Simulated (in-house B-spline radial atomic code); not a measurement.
**Dy²⁺: excited configurations**

How much energy does it take to promote electrons of Dy²⁺ to other shells? Each configuration is solved by itself and compared with the reference.

Method: scalar-relativistic (spin-free one-electron X2C) TPSSh, spin-polarised, spherical density, exact exchange averaged over the configuration, Fermi nucleus, basis-set limit. Code: in-house B-spline radial atomic code version 1.

## (1) What is computed

```
element       : dysprosium (Z = 66)
charge        : +2
electrons     : 64
configuration : [Xe] 4f10
Hamiltonian   : scalar-relativistic (X2C)
nucleus       : Fermi, rms radius 5.222 fm
```

Outer shells as boxes (Hund's rule):

[Xe] 4f10
```
[Xe] core
4f [↑↓][↑↓][↑↓][↑ ][↑ ][↑ ][↑ ]
```

Where spins are not typed, each open shell is filled with up spins first.

## (2) The base configuration

The run's settings:

```ini
Z = 66
electrons = 64.0
configuration = [Xe] 4f10
hamiltonian = x2c
method = tpssh
spin_polarised = True
nucleus = fermi
rms_radius = 5.2218
mass_number = 164
atomic_mass = 163.929180819
speed_of_light = 137.035999084
exact_exchange = averaged over the configuration
```

The run is started by

```bash
> python run_scf.py task.json out
```

The settings of every run stand in task.json; they run in order.

## (3) [Xe] 4f9 6d1

Settings: those of step 2 with these lines changed.

```diff
@@ -2,3 +2,3 @@
 electrons = 64.0
-configuration = [Xe] 4f10
+configuration = [Xe] 4f9 6d1
 hamiltonian = x2c
```

## (4) Run with [Xe] 4f9 6f1

Settings: those of step 3 with these lines changed.

```diff
@@ -2,3 +2,3 @@
 electrons = 64.0
-configuration = [Xe] 4f9 6d1
+configuration = [Xe] 4f9 6f1
 hamiltonian = x2c
```

## (5) Run with [Kr] 4d10 4f10 5s2 5p5 6s1

Settings: those of step 4 with these lines changed.

```diff
@@ -2,3 +2,3 @@
 electrons = 64.0
-configuration = [Xe] 4f9 6f1
+configuration = [Kr] 4d10 4f10 5s2 5p5 6s1
 hamiltonian = x2c
```

## (6) [Kr] 4d10 4f10 5s2 5p5 6d1

Settings: those of step 5 with these lines changed.

```diff
@@ -2,3 +2,3 @@
 electrons = 64.0
-configuration = [Kr] 4d10 4f10 5s2 5p5 6s1
+configuration = [Kr] 4d10 4f10 5s2 5p5 6d1
 hamiltonian = x2c
```

## (7) Run with [Kr] 4d10 4f10 5s2 5p5 5f1

Settings: those of step 6 with these lines changed.

```diff
@@ -2,3 +2,3 @@
 electrons = 64.0
-configuration = [Kr] 4d10 4f10 5s2 5p5 6d1
+configuration = [Kr] 4d10 4f10 5s2 5p5 5f1
 hamiltonian = x2c
```

## (8) Run with [Kr] 4d9 4f10 5s2 5p6 6p1

Settings: those of step 7 with these lines changed.

```diff
@@ -2,3 +2,3 @@
 electrons = 64.0
-configuration = [Kr] 4d10 4f10 5s2 5p5 5f1
+configuration = [Kr] 4d9 4f10 5s2 5p6 6p1
 hamiltonian = x2c
```

**Question.** How far above the reference does each configuration lie (order and size, in eV)?

The runs gave:

| net move | configuration | 2|M_S|+1 | energy above the reference (eV) | largest <r> (bohr) |
| --- | --- | --- | --- | --- |
| 4f → 6d | [Xe] 4f9 6d1 | 7 | 13.069 | 5.58 |
| 4f → 6f | [Xe] 4f9 6f1 | 7 | 17.526 | 9.85 |
| 5p → 6s | [Kr] 4d10 4f10 5s2 5p5 6s1 | 7 | 25.364 | 3.25 |
| 5p → 6d | [Kr] 4d10 4f10 5s2 5p5 6d1 | 7 | 35.318 | 5.61 |
| 5p → 5f | [Kr] 4d10 4f10 5s2 5p5 5f1 | 7 | 37.098 | 5.78 |
| 4d → 6p | [Kr] 4d9 4f10 5s2 5p6 6p1 | 7 | 159.49 | 3.96 |

**Reading.** At the bottom stands 4f → 6d (13.069 eV), at the top 4d → 6p (159.49 eV). 3 of them lie more than 60 % above minus the reference's highest level (15.972 eV), in the range where a state can decay by emitting an electron. The reference has 2|M_S|+1 = 5; 6 of the configurations differ from it in spin. These are spherical averages at the typed spins, not spectroscopic levels.
